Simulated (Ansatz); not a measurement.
What does this script print? It uses Ansatz 0.2.0, Python API.

`states_cao.py`
```python
# -*- coding: utf-8 -*-
import ansatz
import numpy as np

config = {
    "basis_set": "def2-SVP",
    "xc": "b3lyp",
    "vdw": "d3bj",
    "charge": 1,
}

GEOMETRY = """
Ca    0.00000    0.00000    0.00000
O     0.00000    0.00000    2.29000
"""


def main():
    molecule = ansatz.Crystal.molecule()
    for line in GEOMETRY.strip().splitlines():
        symbol, *xyz = line.split()
        molecule = molecule.atom(symbol, [float(v) for v in xyz])
    symbols = [site.symbol for site in molecule.cartesian_sites]

    start = np.array([site.position_ang for site in molecule.cartesian_sites])
    for factor in [1.0, 1.3]:
        xyz = (start - start.mean(axis=0)) * factor
        scaled = ansatz.Crystal.molecule()
        for symbol, place in zip(symbols, xyz):
            scaled = scaled.atom(symbol, place.tolist())
        job = scaled.calculation()
        job = job.basis(gaussian=config["basis_set"])
        job = job.functional(config["xc"], dispersion=config["vdw"]).charge(config["charge"])
        job = job.spin("collinear", total=1)
        for search in ("off", "standard"):
            try:
                r = job.scf(lower_state_search=search).run(threads=1).report
            except ansatz.AnsatzError as error:
                print(f"x{factor} search {search}: {type(error).__name__}")
                continue
            state = r["mean_field"]["state"]
            print(f"all distances x{factor}, search {search:8s} E = {r['free_energy_ev']:.5f} eV  <S^2> = {abs(state['spin_squared']):.3f}  other states met: {len(r['mean_field']['others'])}")


if __name__ == "__main__":
    main()
```

```console
$ python states_cao.py
all distances x1.0, search off      E = -20473.25104 eV  <S^2> = 0.760  other states met: 0
all distances x1.0, search standard E = -20473.25104 eV  <S^2> = 0.760  other states met: 1
all distances x1.3, search off      E = -20471.25382 eV  <S^2> = 1.073  other states met: 0
all distances x1.3, search standard E = -20471.25382 eV  <S^2> = 1.073  other states met: 5
```

Caveats:
- These settings explore the input space; basis and method may be short of convergence.
- The count of other states can hold repeated and symmetry-equivalent ends of the search; scaling all distances is a test, and for more than two atoms no physical path.
- The species is open-shell (spin multiplicity 2).
- The expectation value of S² is noticeably off S(S+1) in at least one run, so that state is spin-contaminated.
- b3lyp holds the VWN-RPA fit, as in Gaussian; the form of ORCA and Turbomole is b3lyp5.
- The spin state was assumed, and another may lie lower.
- Finished in 5.5 s on 1 thread of Intel(R) Xeon(R) Platinum 8488C (Sapphire Rapids) (shared host), peak memory 0.19 GiB.

(A comment or docstring line of the script was reworded after the run, the code is as it ran; lines on the test bed's own set-up are left out of the output.)
